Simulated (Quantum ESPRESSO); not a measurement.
The system is MoS2.

```xyz
3
Lattice="1.5855 0.9154 6.1150 -1.5855 0.9154 6.1150 0.0000 -1.8308 6.1150" Properties=species:S:1:pos:R:3 pbc="T T T"
Mo    0.0000    0.0000    0.0000
S     0.0000    0.0000   13.7587
S     0.0000    0.0000    4.5862
```

Measurements of this composition are mostly on another form, of space group No. 194.

Base run:

```yaml
Program: Quantum ESPRESSO 7.5
Functional: PBEsol
Potentials_or_basis: PseudoDojo 0.4.1 SR PBEsol standard
Cutoff: 1088 eV
Density_cutoff: 4354 eV
k_mesh: 7 × 7 × 7
Occupations: gaussian, width 0.05 eV
Spin: collinear spin, ferromagnetic start
Starting_moments: "[2.0, 0.0, 0.0] μB"
Hubbard_terms: Mo d U = 3 eV
```

Its results: band gap on the k mesh none (metal or under the smearing width); pressure 3.0 GPa; net moment 0.15 μB per cell; largest force 0.737 eV/Å.

The run is repeated on the same cell with these changes: hubbard terms from Mo d U = 3 eV to Mo d U = 2 eV. What comes out?

Band gap on the k mesh none (metal or under the smearing width); pressure 3.0 GPa; net moment 0.01 μB per cell; largest force 0.761 eV/Å.

Caveats: the cell's inner coordinates are idealised or old, which leaves forces on the atoms.
